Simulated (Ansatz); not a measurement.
# The gallium atom (doublet): the correlation ladder, def2-SVPD

One table from this session's results is given with a row withheld; the runs are named, their logs left out.

Program: Ansatz 0.2.0, Gaussian basis. Level of theory: def2-SVPD, core rule «outside noble gas», up to 14 orbitals frozen. These are calculated values, not measurements.

Plan: UHF; CCSD(T) on ROHF; CCSD(T) on UHF; BCCD(T) on ROHF; CISD; CCSDT on ROHF; CCSDT on UHF; CASSCF and MRCISD+Q, 3 electrons in 4 orbitals; CASSCF and MRCISD+Q(relaxed), 3 electrons in 4 orbitals; CASSCF and NEVPT4(SD), 3 electrons in 4 orbitals; CASSCF and NEVPT2, 3 electrons in 4 orbitals.

## The atom

A free atom, in its lowest state of this spin that the program finds. No spin-orbit coupling is included. The filled d shell of Ga may be among the frozen orbitals whatever the setting's name suggests; the logs give the count.

1 atom, charge 0, spin multiplicity 2.

The first run:

Contents of in.yaml:

```yaml
crystal:
  periodic: [false, false, false]
  atoms:
    - {symbol: Ga, position_ang: [0.000000, 0.000000, 0.000000]}
basis:
  gaussian: {orbitals: def2-SVPD}
magnetization: {spin_polarized: true, initial_magnetization: 1}
hamiltonian: {xc: hf}
output: {orbitals: {seedname: orbitals}}
```

Command:

```bash
ansatz run in.yaml --threads 1 --pin off --events-out ev --progress --plain --max-ram 2393MiB
```

Steps of the session up to this table: UHF; CCSD(T) on ROHF; CCSD(T) on UHF; BCCD(T) on ROHF; CISD; CCSDT on ROHF; CCSDT on UHF; CASSCF and MRCISD+Q, 3 electrons in 4 orbitals; CASSCF and MRCISD+Q(relaxed), 3 electrons in 4 orbitals; CASSCF and NEVPT4(SD), 3 electrons in 4 orbitals; CASSCF and NEVPT2, 3 electrons in 4 orbitals.

One of the session's tables, all rows but one given; the rest of the session is left out.

```
                   method  from RCCSD(T) (meV)
                     ROHF              +1306.7
                      UHF              +1220.5
                     RMP2               +410.5
                     UMP2               +405.6
                     CISD                +20.8
                    RCCSD                +19.3
                    UCCSD                +12.7
                 RCCSD(T)                    0
                 UCCSD(T)                 -4.2
                  BCCD(T)                 -0.1
                   RCCSDT                 -8.0
                   UCCSDT                -11.7
           CASSCF valence               +689.6
           NEVPT2 valence                    ?
       NEVPT4(SD) valence                +11.2
           MRCISD valence                 -0.6
         MRCISD+Q valence                -22.4
MRCISD+Q(relaxed) valence                -25.2
```

Estimate the missing values for NEVPT2 valence.

**Answer.** from RCCSD(T) (meV): +189.2. In the column «from RCCSD(T) (meV)» it lies between CISD (+20.8) and UMP2 (+405.6).

Caveats from the session: Restricted and unrestricted rows rest on different reference determinants; where their highest levels disagree by more than a few hundredths of an eV, they describe different states and don't form one ladder.
